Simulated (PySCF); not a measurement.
# C8H6: the cost of one run

Programs: PySCF 2.14.0, with routines of our own; each step states its level. All values are computed. Atoms count from 0.

### Step 1. The system as given

14 atoms, charge 0, multiplicity 1; geometry from: GFN2-xTB.

### Step 2. Magnetic properties: GIAO PBE/pcSseg-1

Job settings and geometry (Å):

```
{"job": {"kind": "mag", "xc": "PBE", "basis": "pcSseg-1", "isotopologues": 2}, "charge": 0, "multiplicity": 1}
C     -1.299471     2.265193     1.112567
C     -0.854619     1.265938     0.615455
C     -0.327946     0.088974     0.032728
C      0.996503    -0.060390    -0.043767
C      2.236300    -0.213302    -0.118079
C      3.536129    -0.378335    -0.197607
C     -1.232193    -0.932117    -0.464628
C     -2.558222    -0.850764    -0.397215
H     -1.688218     3.138572     1.544712
H      3.962352    -1.267084    -0.633726
H      4.219552     0.369313     0.170210
H     -0.750802    -1.795699    -0.905264
H     -3.191028    -1.634457    -0.776823
H     -3.049015     0.003687     0.039273
```

With the program's defaults for keys left out, this is: GIAO PBE/pcSseg-1 magnetisability, rotational g tensor and spin-rotation constants, non-relativistic, gas phase.

On the command line:

```
OMP_NUM_THREADS=1 python excited_run.py task.json out
```

The driver reads the jobs from task.json and runs them one after another.

**Question.** How long does this first job take on 1 thread of Arm Neoverse V2, shared host, and how much memory does it need?

About 33 s, with a peak of 0.57 GiB.
